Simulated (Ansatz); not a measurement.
# ZrF3: the cost of one run

Program: Ansatz 0.2.0. Level of theory: DFT PBE, scalar-relativistic, plane waves, PAW. These are calculated values, not measurements.

## (1) The structure to begin with

It takes space group P4/mmm (No. 123, tetragonal). The conventional cell has a = 3.088 Å, b = 3.088 Å, c = 4.442 Å, α = 90.00°, β = 90.00°, γ = 90.00°. Zr (site symmetry 4/mmm) is surrounded by 10 F at 2.22 to 2.42 Å. F (site symmetry 4mm) is surrounded by 6 F at 2.09 to 2.48 Å and 4 Zr at 2.42 Å. F (site symmetry 4/mmm) has 2 Zr at 2.22 Å as nearest neighbours.

As a file:

```cif
data_structure
_symmetry_space_group_name_H-M 'P4/mmm'
_symmetry_Int_Tables_number 123
_cell_length_a 3.0882
_cell_length_b 3.0882
_cell_length_c 4.4419
_cell_angle_alpha 90.000
_cell_angle_beta 90.000
_cell_angle_gamma 90.000
_cell_volume 42.36
loop_
_atom_site_label
_atom_site_type_symbol
_atom_site_symmetry_multiplicity
_atom_site_Wyckoff_symbol
_atom_site_fract_x
_atom_site_fract_y
_atom_site_fract_z
_atom_site_occupancy
Zr1 Zr 1 a 0.00000 0.00000 0.00000 1
F1 F 2 h 0.50000 0.50000 0.76469 1
F2 F 1 b 0.00000 0.00000 0.50000 1
```

It is the end of an earlier relaxation with the same method, from a database cell with other species swapped in; it is a trial structure. At a tolerance of 0.05 Å it has space group P4/mmm (No. 123); it has 10.59 Å³/atom, an uncorrected energy of -2.78 eV/atom over the elements.

## (2) Static run: bands, density of states and charges

The input, input.yaml:

```yaml
crystal:
  lattice:
    - [3.0882206933, 0.0, 0.0]
    - [0.0, 3.0882206933, 0.0]
    - [0.0, 0.0, 4.4418887715]
  atoms:
    - { symbol: Zr, position: [0.0, 0.0, 0.0] }
    - { symbol: F, position: [0.5, 0.5, 0.7646894079] }
    - { symbol: F, position: [0.0, 0.0, 0.5] }
    - { symbol: F, position: [0.5, 0.5, 0.2353105921] }
basis:
  ecutwfc: 420
kpoints:
  mp_grid: { grid: [16, 16, 10] }
  band_path:
    path:
      - [[0.0, 0.0, 0.0], [0.0, 0.5, 0.0], [0.5, 0.5, 0.0], [0.0, 0.0, 0.0], [0.0, 0.0, 0.5], [0.0, 0.5, 0.5], [0.5, 0.5, 0.5], [0.0, 0.0, 0.5]]
      - [[0.0, 0.5, 0.0], [0.0, 0.5, 0.5]]
      - [[0.5, 0.5, 0.0], [0.5, 0.5, 0.5]]
    npoints: 14
hamiltonian:
  xc: pbe
scf:
  occupations: { method: gaussian, width: 0.1 }
  n_extra_bands: 10
output:
  forces: true
  stress: true
  eigenvalues: true
  populations: true
  dos: { projected: true, de: 0.02, nscf_kmesh: { grid: [20, 20, 12] } }
  bader: true
  write_density: true
  write_potential: true
  elf: true
  volumetric_format: npy
```

Started as:

```console
ansatz run input.yaml --threads 1 --pin off --max-ram 2048MiB --backend cpu --events-out ev --progress --plain --runs-dir out
```

Q: Estimate wall time and peak memory on 1 thread of Intel Xeon Platinum 8259CL at 2.50GHz (Skylake/Cascade Lake), shared host.

About 60 s, with a peak of 0.64 GiB.
